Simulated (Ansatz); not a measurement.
# CH4AlBr: the cost of one run

Program: Ansatz 0.2.0. Level of theory: RKS SPW92 (LDA)/def2-SVP. These are calculated values, not measurements.

### Step 1. Reference run: CH4AlBr, relaxed

The input, input.yaml:

```yaml
crystal:
  periodic: [false, false, false]
  atoms:
    - { symbol: Al, position_ang: [-0.160152, -0.144091, 1.107156] }
    - { symbol: Br, position_ang: [1.34086, -2.084889, -0.265469] }
    - { symbol: C, position_ang: [-0.278394, 0.678299, -0.617604] }
    - { symbol: H, position_ang: [0.48753, -0.421352, -0.979664] }
    - { symbol: H, position_ang: [-0.387726, -0.335969, 2.670785] }
    - { symbol: H, position_ang: [-1.261422, 0.675497, -1.129596] }
    - { symbol: H, position_ang: [0.259303, 1.632505, -0.785808] }
basis:
  gaussian: { orbitals: def2-SVP }
hamiltonian:
  xc: lda
output:
  forces: true
relax:
  f_tol: 0.02
  max_steps: 120
  constraints: [{ distance: [1, 3] }, { distance: [0, 1] }, { distance: [2, 3] }]
  escape_saddle: false
```

The run is started by

```
$ ansatz run input.yaml --threads 1 --pin off --max-ram 2560MiB --backend cpu --events-out ev --progress --plain --runs-dir out
```

Q: Estimate wall time and peak memory on 1 thread of Arm Neoverse V1, shared host.

About 6 s, with a peak of 0.12 GiB.
